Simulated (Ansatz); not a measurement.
# CH3AlF2: taking an electron away

Aim: the vertical ionisation energy of CH3AlF2, as cation minus neutral at the neutral's geometry, on several levels, and how well −ε(HOMO) stands in for it.

Program: Ansatz 0.2.0, Gaussian basis. Level of theory: unrestricted cation, the program's frozen cores in correlated methods. These are calculated values, not measurements.

Levels to be run: UKS PBE-D4/def2-TZVPP; UKS r2SCAN-D4/def2-TZVPP; UKS PBE0-D4/def2-TZVPP; UKS B3LYP-D4/def2-TZVPP; UKS wB97X-V/def2-TZVPP; UKS wB97M-V/def2-TZVPP; UKS B2PLYP/def2-TZVPP; UHF-CCSD(T)/def2-TZVPP; UHF-MP2/def2-QZVPP; extrapolation to the limit; then −ε(HOMO) from the neutral's earlier runs with LDA (SPW92), PBE-D4, revPBE-D4, BLYP-D4, r2SCAN-D4, B97M-V, PBE0-D4, B3LYP-D4, r2SCANh-D4, r2SCAN0-D4, HSE06-D4, BHLYP-D4, CAM-B3LYP-D4, LC-ωPBE, ωB97X-V, ωB97M-V.

### 1 Structure used throughout

All runs share one geometry, relaxed beforehand with PBE0-D4 in a triple-zeta def2 set.

SMILES `F[CH2][AlH][F]`, 7 atoms, charge 0, spin multiplicity 1.

Atoms are counted from 1 here; the program's logs count them from 0.

Bond lengths: F1–C2 1.392 Å, C2–Al3 1.974 Å, C2–H5 1.099 Å, C2–H6 1.099 Å, Al3–F4 1.647 Å, Al3–H7 1.578 Å. Angles: F1–C2–Al3 112.9°, F1–C2–H5 108.0°, F1–C2–H6 108.0°, Al3–C2–H5 111.1°, Al3–C2–H6 111.0°, H5–C2–H6 105.6°, C2–Al3–F4 119.6°, C2–Al3–H7 122.4°, F4–Al3–H7 118.0°.

Coordinates:

```
F    -1.7217    0.7610    0.0340
C    -0.3401    0.8034   -0.1342
Al    0.5195   -0.9540    0.1298
F    -0.4061   -2.2630    0.5049
H    -0.1325    1.1975   -1.1386
H     0.0640    1.5492    0.5642
H     2.0780   -1.1621   -0.0060
```

### 2 Cation, UKS PBE-D4/def2-TZVPP

File in.yaml:

```yaml
crystal:
  periodic: [false, false, false]
  atoms:
    - {symbol: F, position_ang: [-1.721665, 0.760984, 0.034035]}
    - {symbol: C, position_ang: [-0.340088, 0.803436, -0.134198]}
    - {symbol: Al, position_ang: [0.519530, -0.954016, 0.129801]}
    - {symbol: F, position_ang: [-0.406123, -2.263023, 0.504921]}
    - {symbol: H, position_ang: [-0.132537, 1.197473, -1.138600]}
    - {symbol: H, position_ang: [0.064008, 1.549197, 0.564190]}
    - {symbol: H, position_ang: [2.077975, -1.162050, -0.005950]}
basis:
  gaussian: {orbitals: def2-TZVPP}
total_charge: 1
magnetization: {spin_polarized: true, initial_magnetization: 1}
hamiltonian: {xc: pbe, dispersion: d4}
```

Run with:

```sh
> ansatz run in.yaml --threads 2 --pin off --events-out ev --progress --plain --max-ram 4352MiB
```

Further steps of the session: Cation, UKS r2SCAN-D4/def2-TZVPP; Cation, UKS PBE0-D4/def2-TZVPP; Cation, UKS B3LYP-D4/def2-TZVPP; Cation, UKS wB97X-V/def2-TZVPP; Cation, UKS wB97M-V/def2-TZVPP; Cation, UKS B2PLYP (frozen core)/def2-TZVPP; Cation, UHF-CCSD(T)/def2-TZVPP; Cation, UHF-MP2/def2-QZVPP.

**Question.** What will the summary of the whole plan be? Wanted: ionisation energy, CCSD(T)/CBS; nearest functional by difference; nearest −ε(HOMO); −ε(HOMO) of PBE; T1 of the cation.

The runs gave:

| quantity | value |
| --- | --- |
| ionisation energy, CCSD(T)/CBS | 10.96 eV |
| nearest functional by difference | ωB97X-V (-0.25 eV) |
| nearest −ε(HOMO) | LC-ωPBE (-0.08 eV) |
| −ε(HOMO) of PBE | 6.66 eV |
| T1 of the cation | 0.025 |

**Reading.** By cation minus neutral, the functionals miss by 0.85 eV at most. The PBE orbital energy is 4.3 eV too small: a semilocal HOMO is no ionisation energy. Among orbital estimates LC-ωPBE comes nearest. Hartree-Fock falls 0.69 eV short, as the neutral has more correlation energy than the cation.
